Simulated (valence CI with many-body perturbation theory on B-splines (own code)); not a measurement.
# Levels and ionisation energy of Tb⁵²⁺

Aim: the low levels of Tb⁵²⁺, its ionisation energy, and how pure its levels are, set against NIST.

The numbers are computed with an in-house CI+MBPT code version 3 (configuration interaction of the valence electrons, many-body perturbation theory for a frozen closed Dirac-Fock core, no-pair Dirac Hamiltonian, B-spline basis), except any that are marked as measured or tabulated.

**1. The atom as given**

```
element                                      : terbium (Z = 65, A = 159)
charge                                       : +52
frozen core                                  : [Ne]
start configuration of the valence electrons : 3s2 3p1
nuclear rms radius                           : 5.0600 fm
```

**2. The run**

Input settings:

```ini
atom Tb  Z=65  mass_number=159  rms_radius_fm=5.0600
core [Ne]
valence 3s2 3p1
avg = 1
basis = L
breit = 1
cap = 40000
capref = 1200
cscale = 1
de = 0.0
dress = 0
eps = 2e-08
h = 0.27
hh = 1
l2 = 3
lcore = 6
maxit = 60
n2 = 5
natural = 1
nlev = 60
nno = [7, 7, 6, 5, 4, 2, 1]
nroot = 26
nsp = [4, 4, 3, 2, 1, 0, 0]
pt2 = 1
qed = 1
rpa = 1
s1 = 1
s2 = 1
s3 = 1
screen = 1
tol = 2e-05
```

Run with:

```
python run_cv.py task.json out
```

task.json holds these settings.

Q: Predict the results.

As calculated:

| quantity | computed | tabulated |
| --- | --- | --- |
| lowest level | 3s2 3p ²P° 1/2 | 3p ²P°1/2 |
| first excitation | 3s 3p2 ⁴P 1/2, 135.99 eV | - |
| ionisation energy, to 3s2 ¹S J = 0 | 4878.8 eV | 4877 ± 4 eV (tabulated theoretical) |
| dipole polarisability of the lowest level | 0.005283 bohr³ | - |
| hyperfine A/(μ/I) of the lowest level | 1045230 MHz | - |
| no level missing from the run's list below | 1052.5 eV | - |

The ionisation energy is 1.8 eV (0.04 %) above the NIST entry, whose uncertainty is 4 eV. Of the added terms Breit moves the ionisation energy most, by -6.15 eV. The lowest level is 99 % 3s2 3p. Cautions: by estimate large intervals hold to a few tenths of a per cent, small ones and the rates on them less well.
